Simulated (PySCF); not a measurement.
# H3PbS3 (Pb(SH)3+): the cost of one run

Computed with PySCF 2.14.0. Level: several levels, as the steps say, no spin–orbit coupling.

2 further runs of the same task are left out: 2 for a known fault of the program.

**1. The starting structure**

7 atoms, charge 1, spin multiplicity 1.

Bond lengths: Pb1–S2 2.481 Å, Pb1–S4 2.481 Å, Pb1–S6 2.481 Å, S2–H3 1.360 Å, S4–H5 1.360 Å, S6–H7 1.360 Å. Angles: S2–Pb1–S4 120.0°, S2–Pb1–S6 120.0°, S4–Pb1–S6 120.0°, Pb1–S2–H3 93.2°, Pb1–S4–H5 93.2°, Pb1–S6–H7 93.2°.

As a file:

```xyz
7
charge 1, multiplicity 1
Pb    0.00000    0.00000    0.47783
S     2.42358    0.53007    0.47303
H     2.78797   -0.77985    0.47524
S    -1.67084    1.83384    0.47304
H    -0.71861    2.80438    0.47525
S    -0.75273   -2.36391    0.47305
H    -2.06936   -2.02453    0.47526
```

Formal oxidation states: Pb +4. An earlier session relaxed this geometry at B3LYP, Pb def2-SVP with ECP60, S def2-SVP, H def2-SVP (singlet, point group C3h).

At B3LYP on the finer grid: E = -1388.758429 Eh, HOMO -12.32 eV, LUMO -9.07 eV, Mulliken charge on Pb1 +0.69 e, largest force component 0.009 eV/Å. 

Levels to run: BP86; wB97X; PBE; BLYP; B3LYP, TZVP; B3LYP, x2c-SVP. Hardware: 2 threads of Arm Neoverse V2, shared host.

**2. BP86**

run.py (the lines that set the calculation)

```python
mol = gto.M(atom='''
Pb     0.00000     0.00000     0.47783
S      2.42358     0.53007     0.47303
H      2.78797    -0.77985     0.47524
S     -1.67084     1.83384     0.47304
H     -0.71861     2.80438     0.47525
S     -0.75273    -2.36391     0.47305
H     -2.06936    -2.02453     0.47526''',
    basis={'Pb': 'def2-SVP', 'S': 'def2-SVP', 'H': 'def2-SVP'},
    ecp={'Pb': 'def2-SVP'},
    charge=1, spin=0)
mf = dft.RKS(mol, xc='B88,P86')
mf.grids.atom_grid = (75, 302)
mf = mf.density_fit()  # fitting sets: Pb def2-universal-JKFIT, S def2-universal-JKFIT, H def2-universal-JKFIT
mf.conv_tol = 1e-08; mf.max_cycle = 55
mf.kernel(dm0)  # dm0: the density of the relaxed state
```

Launch:

```bash
OMP_NUM_THREADS=2 python run.py
```

**Question.** How long does this run take on 2 threads of Arm Neoverse V2, shared host?

About 3.9 s.
